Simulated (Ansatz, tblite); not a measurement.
**Si(CN)Cl3 (CCl3NSi): a ladder of methods and basis sets**

The task here is to estimate one member of a computed series from the others.

The runs use Ansatz 0.2.0, Gaussian basis; as each input shows.

The runs, in order: GFN1-xTB, GFN2-xTB, PBE-D4/def2-TZVP, r2SCAN-D4/def2-TZVP, CAM-B3LYP-D4/def2-TZVP, HSE06-D4/def2-TZVP, BLYP-D4/def2-TZVP, PBE-D4/def2-SVP, PBE0-D4/def2-SVP, HF/6-31G, B3LYP-D4/6-31G, CCSD(T)/def2-TZVPP, MP2/def2-TZVP, RPA/def2-TZVP.

2 further runs of the same task are left out: 2 set aside as unsound or not needed.

### The relaxed structure

The singlet was relaxed beforehand with PBE0-D4/def2-SVP.

6 atoms, charge 0, spin multiplicity 1.

Bond lengths: Si1–C2 1.839 Å, Si1–Cl4 2.030 Å, Si1–Cl5 2.030 Å, Si1–Cl6 2.030 Å, C2–N3 1.159 Å. Angles: C2–Si1–Cl4 108.1°, C2–Si1–Cl5 108.1°, C2–Si1–Cl6 108.1°, Cl4–Si1–Cl5 110.8°, Cl4–Si1–Cl6 110.8°, Cl5–Si1–Cl6 110.8°, Si1–C2–N3 179.9°.

As a file:

```
atom    x (Å)    y (Å)    z (Å)
 Si1  -0.0065  -0.0030  -0.4906
  C2   0.0193   0.0080   1.3486
  N3   0.0338   0.0146   2.5076
 Cl4   1.9135  -0.0010  -1.1494
 Cl5  -0.9846   1.6614  -1.1179
 Cl6  -0.9755  -1.6800  -1.0983
```

PBE0-D4/def2-TZVP was run before; its log isn't repeated, and its numbers join the tables.

The first run:

Tight binding, by tblite at 300 K electronic temperature and without a spin-polarisation term:

```python
tblite.interface.Calculator('GFN1-xTB', numbers, positions, charge=0, uhf=0).singlepoint()
```

Tight binding, by tblite at 300 K electronic temperature and without a spin-polarisation term:

```python
tblite.interface.Calculator('GFN2-xTB', numbers, positions, charge=0, uhf=0).singlepoint()
```

start.molden holds the orbitals of an earlier run on this state, given as this run's starting guess.

Contents of in.yaml:

```yaml
crystal:
  periodic: [false, false, false]
  atoms:
    - {symbol: Si, position_ang: [-0.006528, -0.002973, -0.490560]}
    - {symbol: C, position_ang: [0.019350, 0.008024, 1.348624]}
    - {symbol: N, position_ang: [0.033806, 0.014573, 2.507553]}
    - {symbol: Cl, position_ang: [1.913465, -0.001031, -1.149399]}
    - {symbol: Cl, position_ang: [-0.984635, 1.661375, -1.117915]}
    - {symbol: Cl, position_ang: [-0.975458, -1.679979, -1.098292]}
basis:
  gaussian: {orbitals: def2-TZVP, initial_orbitals: start.molden}
hamiltonian: {xc: pbe, dispersion: d4}
scf: {omitted_lower_state_checks: [starts]}
output: {orbitals: {seedname: orbitals}}
```

Launch:

```
> ansatz run in.yaml --threads 2 --pin off --events-out ev --progress --plain --max-ram 32768MiB --backend cpu
```

Steps of the session up to this table: PBE-D4/def2-TZVP; r2SCAN-D4/def2-TZVP; CAM-B3LYP-D4/def2-TZVP; HSE06-D4/def2-TZVP; BLYP-D4/def2-TZVP; PBE-D4/def2-SVP; PBE0-D4/def2-SVP; HF/6-31G; B3LYP-D4/6-31G; CCSD(T)/def2-TZVPP; MP2/def2-TZVP; RPA/def2-TZVP.

One of the session's tables, all rows but one given; the rest of the session is left out.

It belongs to the step «Binding energy». 

| method | binding an atom (eV) |
| --- | --- |
| HF/6-31G | 1.845 |
| HF/def2-TZVP | 2.810 |
| HF/def2-TZVPP | ? |
| PBE-D4/def2-SVP | 4.311 |
| PBE-D4/def2-TZVP | 4.323 |
| BLYP-D4/def2-TZVP | 4.153 |
| r2SCAN-D4/def2-TZVP | 4.175 |
| B3LYP-D4/6-31G | 3.321 |
| PBE0-D4/def2-SVP | 4.152 |
| PBE0-D4/def2-TZVP | 4.180 |
| HSE06-D4/def2-TZVP | 4.184 |
| CAM-B3LYP-D4/def2-TZVP | 4.104 |
| RPA/def2-TZVP | 3.705 |
| MP2/def2-TZVP | 4.229 |
| CCSD/def2-TZVPP | 3.863 |
| CCSD(T)/def2-TZVPP | 3.989 |

Q: Estimate the row for HF/def2-TZVPP from the others.

As computed: binding an atom (eV): 2.811. In the column «binding an atom (eV)» it lies between HF/def2-TZVP (2.810) and B3LYP-D4/6-31G (3.321).

Limits of these values: Free atoms were run apart at each level; binding is atoms less cluster, divided by the number of atoms, without zero-point or spin-orbit terms.
